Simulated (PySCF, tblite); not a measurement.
**C5H11PSi: geometry, infrared bands and NMR shifts**

Aim: predict the infrared bands and NMR shifts of C5H11PSi (`C[SiH2]P1CC=CC1`).

The runs use tblite 0.8.0 and PySCF 2.14.0, with density-fitted response routines of our own; the level of theory stands in each step. All values are computed, except where a source is named. Atoms count from 0, in the outputs and in this text.

## (1) The starting structure

18 atoms, charge 0, multiplicity 1; geometry from: force field or distance geometry start.

Bonds of the start (Å): C0–Si1 1.86, Si1–P2 2.21, P2–C3 1.84, C3–C4 1.49, C4–C5 1.34, C5–C6 1.49, C6–P2 1.83, C0–H7 1.09, C0–H8 1.09, C0–H9 1.09, Si1–H10 1.47, Si1–H11 1.48, C3–H12 1.11, C3–H13 1.08, C4–H14 1.09, C5–H15 1.08, C6–H16 1.10, C6–H17 1.09.

## (2) Optimising the geometry with GFN2-xTB

Job settings and geometry (Å):

```
{"job": {"kind": "relax", "xc": "GFN2-xTB", "basis": "xTB"}, "charge": 0, "multiplicity": 1}
C      2.948700    -0.185100    -0.545100
Si     1.491300     0.937100    -0.302200
P     -0.051700    -0.121900     0.875500
C     -1.442100     1.076000     0.774900
C     -2.497200     0.092500     0.398600
C     -2.127500    -1.069800    -0.156500
C     -0.669500    -1.330100    -0.345700
H      3.732000     0.321800    -1.115500
H      3.383500    -0.496100     0.410400
H      2.653700    -1.088700    -1.086500
H      0.904000     1.329000    -1.595700
H      1.884500     2.150800     0.453600
H     -1.657100     1.510200     1.771700
H     -1.361800     1.860400     0.031700
H     -3.544300     0.354500     0.538200
H     -2.852400    -1.806700    -0.460600
H     -0.409900    -2.350600    -0.045300
H     -0.392900    -1.177000    -1.386600
```

Launch:

```bash
> OMP_NUM_THREADS=1 python probes_run.py task.json out
```

The driver reads the jobs from task.json and runs them one after another.

**Question.** This job is followed by: GFN2-xTB harmonic vibrations, gas phase; GIAO PBE0/pcSseg-1 NMR shielding, non-relativistic, gas phase. What will the session give for the following? strongest single infrared mode (GFN2-xTB); zero-point energy (GFN2-xTB); ¹³C shifts against TMS (PBE0/pcSseg-1, means over atoms taken as alike); ¹H shifts against TMS (PBE0/pcSseg-1, means over atoms taken as alike); ²⁹Si shifts against TMS (PBE0/pcSseg-1); ³¹P shifts against H3PO4 (PBE0/pcSseg-1).

**Answer**, as computed:

| quantity | value |
| --- | --- |
| strongest single infrared mode (GFN2-xTB) | 2174 cm⁻¹, 318 km/mol |
| zero-point energy (GFN2-xTB) | 88.0 kcal/mol |
| ¹³C shifts against TMS (PBE0/pcSseg-1, means over atoms taken as alike) | 139.3, 32.6, -8.0 ppm |
| ¹H shifts against TMS (PBE0/pcSseg-1, means over atoms taken as alike) | 6.15, 4.09, 2.69, 0.18 ppm |
| ²⁹Si shifts against TMS (PBE0/pcSseg-1) | -39.2 ppm |
| ³¹P shifts against H3PO4 (PBE0/pcSseg-1) | -109.4 ppm |

What this shows: Over 109 steps the energy fell by 0.440 eV; of the close pairs, P2–C6 changed most, 1.826 to 1.872 Å. No mode is imaginary among the 48: a minimum at this level. The strongest single mode, at 2174 cm⁻¹, moves mainly H10. Unscaled tight-binding wavenumbers are off by several per cent, some by more. Its intensities can rank the bands wrongly. C4, C5 (mean) (alkene CH) lies farthest downfield among carbon, at 139.3 ppm; the olefinic region. H14, H15 (mean) (hydrogen on an alkene CH) lies farthest downfield among hydrogen, at 6.15 ppm; attached to an sp2 carbon and in the plane of the double bond. At PBE0/pcSseg-1: Shielding is most anisotropic at C4, C5 (span 201 ppm, paramagnetic term -208 ppm).
